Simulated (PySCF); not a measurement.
**monosilicic acid (SiH₄O₄): geometry, spin-spin couplings**

Aim: predict the spin-spin couplings of monosilicic acid (SiH₄O₄) (`O[Si](O)(O)O`).

Programs: PySCF 2.14.0, with density-fitted response routines of our own. Each step states its level of theory. These are calculated values for one molecule in the gas phase, unless marked as measured. Atoms count from 0, in the outputs and in this text.

## (1) The molecule as given

9 atoms, charge 0, multiplicity 1; geometry from: GFN2-xTB. The atoms were then displaced at random by about 0.01 Å, so the start is not that level's minimum.

Bonds of the start (Å): O0–Si1 1.61, Si1–O2 1.61, Si1–O3 1.59, Si1–O4 1.62, O0–H5 0.99, O2–H6 0.96, O3–H7 0.96, O4–H8 0.97.

## (2) Geometry optimisation at PBE0-D3(BJ)/def2-SVP

The job: settings as JSON, then the geometry in Å.

```
{"job": {"xc": "PBE0", "basis": "def2-SVP", "d3": "d3bj", "grid": 1, "shake": 0.01, "kind": "geom"}, "charge": 0, "multiplicity": 1}
O      0.537080     1.279160    -0.819300
Si    -0.004040    -0.003530    -0.004170
O      1.126100    -1.141830    -0.180360
O     -1.423610    -0.379920    -0.610110
O     -0.202920     0.215350     1.584250
H     -0.109890     2.007960    -1.003630
H      1.543150    -1.271280    -1.031840
H     -1.980660    -0.999910    -0.134470
H      0.572590     0.276840     2.165890
```

Started as:

```
$ OMP_NUM_THREADS=1 python probes_run.py task.json out
```

One launch serves the whole session: the jobs run in the order shown.

**Question.** This job is followed by: B3LYP/6-31G* indirect spin-spin coupling, non-relativistic, gas phase. Predict these results of the whole session: point group; rotational constants (main isotopes); largest coupling of the table (B3LYP/6-31G*).

As calculated:

```
                                    quantity                    value
                                 point group                       S4
        rotational constants (main isotopes)     4.09, 4.07, 3.61 GHz
largest coupling of the table (B3LYP/6-31G*)  ¹J(O,H) O0–H5, -82.3 Hz
```

Relaxing lowered the energy by 0.173 eV in 12 steps; the close pair that moved most is Si1–O3, from 1.589 to 1.647 Å. No frequency check was run at this level, so the end point may be a saddle. Of the pairs tabulated at B3LYP/6-31G*, O0–H5 (mean over like pairs) couples most strongly (-82.3 Hz; Fermi contact -69.8 Hz). Couplings from bases without tight functions are rough.
